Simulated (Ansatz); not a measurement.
# Ge3S4: the cost of one run

Computed with Ansatz 0.2.0 (DFT PBE, scalar-relativistic, plane waves, PAW, unless a step's input says otherwise).

## (1) Starting point

It takes space group P-43m (No. 215, cubic). Conventional cell: a = 5.507 Å, b = 5.507 Å, c = 5.507 Å, α = 90.00°, β = 90.00°, γ = 90.00°. Ge (site symmetry -42m) has 4 S at 2.51 Å as nearest neighbours. S (site symmetry 3m) has 3 Ge at 2.51 Å as nearest neighbours.

Structure file:

```cif
data_structure
_symmetry_space_group_name_H-M 'P-43m'
_symmetry_Int_Tables_number 215
_cell_length_a 5.5069
_cell_length_b 5.5069
_cell_length_c 5.5069
_cell_angle_alpha 90.000
_cell_angle_beta 90.000
_cell_angle_gamma 90.000
_cell_volume 167.00
loop_
_atom_site_label
_atom_site_type_symbol
_atom_site_symmetry_multiplicity
_atom_site_Wyckoff_symbol
_atom_site_fract_x
_atom_site_fract_y
_atom_site_fract_z
_atom_site_occupancy
Ge1 Ge 3 d 0.00000 0.00000 0.50000 1
S1 S 4 e 0.28429 0.71571 0.28429 1
```

A structure generator made this guess: species swapped into a database cell of Sn3As4 (P-43m, No. 215), with Ge on the Sn sites and S on the As sites. Its size is a rough estimate.

## (2) Probe: one point on a coarse mesh

The input, input.yaml:

```yaml
crystal:
  lattice:
    - [5.50689754, 0.0, 0.0]
    - [0.0, 5.50689754, 0.0]
    - [0.0, 0.0, 5.50689754]
  atoms:
    - { symbol: Ge, position: [0.0, 0.0, 0.5] }
    - { symbol: Ge, position: [0.5, 0.0, 0.0] }
    - { symbol: Ge, position: [0.0, 0.5, 0.0] }
    - { symbol: S, position: [0.28429461, 0.71570539, 0.28429461] }
    - { symbol: S, position: [0.71570539, 0.28429461, 0.28429461] }
    - { symbol: S, position: [0.28429461, 0.28429461, 0.71570539] }
    - { symbol: S, position: [0.71570539, 0.71570539, 0.71570539] }
basis:
  ecutwfc: 420
kpoints:
  mp_grid: { grid: [4, 4, 4] }
hamiltonian:
  xc: pbe
scf:
  occupations: { method: gaussian, width: 0.1 }
  lower_state_search: "off"
output:
  forces: true
  stress: true
  eigenvalues: true
```

Started as:

```sh
$ ansatz run input.yaml --threads 1 --pin off --max-ram 2048MiB --backend cpu --events-out ev --progress --plain --runs-dir out
```

Q: Estimate wall time and peak memory on 1 thread of Arm Neoverse N1, shared host.

About 11 s, with a peak of 0.42 GiB.
